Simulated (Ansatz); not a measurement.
**Ta (hcp type): a single-point run**

Wanted: a converged single-point run for Ta (hcp type), and a check of what comes out. The structure is shown as the input types it.

Program: Ansatz 0.2.0. Level of theory: DFT, PBEsol, PAW with Ansatz's default frozen-core files, scalar-relativistic. These are calculated values, not measurements.

1 further run of the same task is left out (it didn't finish). Runs told in other sessions of the task aren't counted.

## (1) Starting point

The structure is hexagonal, space group P6_3/mmc (No. 194). The conventional cell has a = 2.561 Å, b = 2.561 Å, c = 4.468 Å, α = 90.00°, β = 90.00°, γ = 120.00°. Around Ta (site symmetry -6m2) lie 12 Ta at 2.56 to 2.68 Å.

Coordinates:

```
CELL_PARAMETERS angstrom
2.56139 0.00000 0.00000
-1.28069 2.21823 0.00000
0.00000 0.00000 4.46803
ATOMIC_POSITIONS crystal
Ta 0.33333 0.66667 0.25000
Ta 0.66667 0.33333 0.75000
```

## (2) Input and run

File input.yaml:

```yaml
crystal:
  lattice:
    - [2.5613886669, 0.0, 0.0]
    - [-1.2806943335, 2.2182276545, 0.0]
    - [0.0, 0.0, 4.4680295488]
  atoms:
    - { symbol: Ta, position: [0.3333333333, 0.6666666667, 0.25] }
    - { symbol: Ta, position: [0.6666666667, 0.3333333333, 0.75] }
kpoints:
  mp_grid: { grid: [17, 17, 9] }
scf:
  occupations: { method: fermi_dirac, width: 0.1 }
  max_iter: 75
hamiltonian:
  xc: pbesol
  pseudopotentials: { kind: paw }
output:
  forces: true
  stress: true
  eigenvalues: true
  populations: true
ecutwfc: 0.3
```

Command:

```sh
$ ansatz run input.yaml --threads 1 --pin off --max-ram 2048MiB --backend cpu --events-out ev --progress --plain --runs-dir out
```

Q: Will this input give a usable result? If not, why, and what should change?

Nothing was computed: the input was turned down at the start. The line that matters: «line 22 column 1: unknown field `ecutwfc`, expected one of crystal, accuracy, basis, kpoints, hamiltonian, magnetization, ...»

Look at the input: ecutwfc is 0.3. The key belongs to a different code's input format, or to another block.

The cure: delete ecutwfc.
